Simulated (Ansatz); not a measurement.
# BRu12: the cost of one run

Program: Ansatz 0.2.0. Level of theory: DFT PBE+D3(BJ), plane waves, PAW, scalar-relativistic, no spin polarisation. These are calculated values, not measurements.

## 1. The starting structure

The cell holds 13 atoms (BRu12): a = 5.400 Å, b = 8.100 Å, c = 4.277 Å, α = 90.00°, β = 90.00°, γ = 120.00°.

As a file:

```
Ru B
1.0
     5.40000    0.00000    0.00000
    -4.05000    7.01481    0.00000
     0.00000    0.00000    4.27680
Ru B
12 1
Direct
  0.00000 0.00000 0.00000
  0.16667 0.22222 0.50000
  0.00000 0.33333 0.00000
  0.16667 0.55556 0.50000
  0.00000 0.66667 0.00000
  0.16667 0.88889 0.50000
  0.50000 0.00000 0.00000
  0.66667 0.22222 0.50000
  0.50000 0.33333 0.00000
  0.66667 0.55556 0.50000
  0.50000 0.66667 0.00000
  0.66667 0.88889 0.50000
  0.33074 0.43878 0.26369
```

## 2. Relaxing the start

File input.yaml:

```yaml
accuracy: low
crystal:
  lattice:
    - [5.4, 0.0, 0.0]
    - [-4.05, 7.014806, 0.0]
    - [0.0, 0.0, 4.2768]
  atoms:
    - { symbol: Ru, position: [0.0, 0.0, 0.0] }
    - { symbol: Ru, position: [0.1666667, 0.2222222, 0.5] }
    - { symbol: Ru, position: [0.0, 0.3333333, 0.0] }
    - { symbol: Ru, position: [0.1666667, 0.5555556, 0.5] }
    - { symbol: Ru, position: [0.0, 0.6666667, 0.0] }
    - { symbol: Ru, position: [0.1666667, 0.8888889, 0.5] }
    - { symbol: Ru, position: [0.5, 0.0, 0.0] }
    - { symbol: Ru, position: [0.6666667, 0.2222222, 0.5] }
    - { symbol: Ru, position: [0.5, 0.3333333, 0.0] }
    - { symbol: Ru, position: [0.6666667, 0.5555556, 0.5] }
    - { symbol: Ru, position: [0.5, 0.6666667, 0.0] }
    - { symbol: Ru, position: [0.6666667, 0.8888889, 0.5] }
    - { symbol: B, position: [0.3307378, 0.4387845, 0.2636919] }
basis:
  ecutwfc: 420.0
kpoints:
  mp_grid: { grid: [2, 2, 3] }
hamiltonian:
  xc: pbe
  dispersion: d3bj
scf:
  occupations: { method: fermi_dirac, width: 0.1 }
  lower_state_search: "off"
relax:
  f_tol: 0.08
  max_steps: 25
  adjacent_minimum: "off"
```

Run with:

```
> ansatz run input.yaml --threads 2 --pin off --max-ram 5120MiB --backend cpu --events-out ev --progress --plain --runs-dir out
```

**Question.** How long does this run take on 2 threads of Intel Xeon Platinum 8488C (Sapphire Rapids), shared host, and how much memory does it need?

About 21 s, with a peak of 0.6 GiB.
